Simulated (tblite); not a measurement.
# C8H12Si: the cost of one run

Computed with tblite 0.8.0 and PySCF 2.14.0, with density-fitted response routines of our own, on a single molecule in the gas phase. Atoms count from 0, in the outputs and in this text.

## 1. The starting structure

21 atoms, charge 0, multiplicity 1; geometry from: force field or distance geometry start.

Bonds of the start (Å): C0–C1 1.32, C1–C2 1.50, C2–C3 1.44, C3–C4 1.21, C4–C5 1.46, C2–Si6 2.26, Si6–C7 1.77, C7–C8 1.51, C7–C2 1.49, C0–H9 1.09, C0–H10 1.09, C1–H11 1.10, C5–H12 1.09, C5–H13 1.10, C5–H14 1.10, Si6–H15 1.49, Si6–H16 1.49, C7–H17 1.09, C8–H18 1.09, C8–H19 1.09, C8–H20 1.10.

## 2. Geometry optimisation with GFN2-xTB

The job: settings as JSON, then the geometry in Å.

```
{"job": {"kind": "relax", "xc": "GFN2-xTB", "basis": "xTB"}, "charge": 0, "multiplicity": 1}
C     -0.603100     2.851900    -1.059100
C     -0.194300     2.072500    -0.068900
C     -0.219900     0.575400    -0.065000
C      0.967700    -0.232500    -0.095700
C      1.966500    -0.907600    -0.117000
C      3.179000    -1.715800    -0.176100
Si    -1.227900    -0.007200     1.872700
C     -1.555300    -0.057700     0.131800
C     -1.827200    -1.384600    -0.526000
H     -0.533600     3.932900    -0.988200
H     -1.040300     2.426900    -1.962800
H      0.253000     2.539800     0.815400
H      3.026500    -2.608900    -0.773800
H      4.017000    -1.147200    -0.608400
H      3.475800    -2.026500     0.832400
H     -1.269100     1.296400     2.597900
H     -0.274800    -0.993400     2.450400
H     -2.406600     0.566500    -0.144300
H     -1.093800    -2.146900    -0.267600
H     -1.824900    -1.263100    -1.610700
H     -2.823900    -1.754000    -0.237500
```

The run is started by

```sh
$ OMP_NUM_THREADS=1 python probes_run.py task.json out
```

One launch serves the whole session: the jobs run in the order shown.

**Question.** How long does this first job take on 1 thread of Arm Neoverse N1, shared host, and how much memory does it need?

About 2.2 s, with a peak of 0.18 GiB.
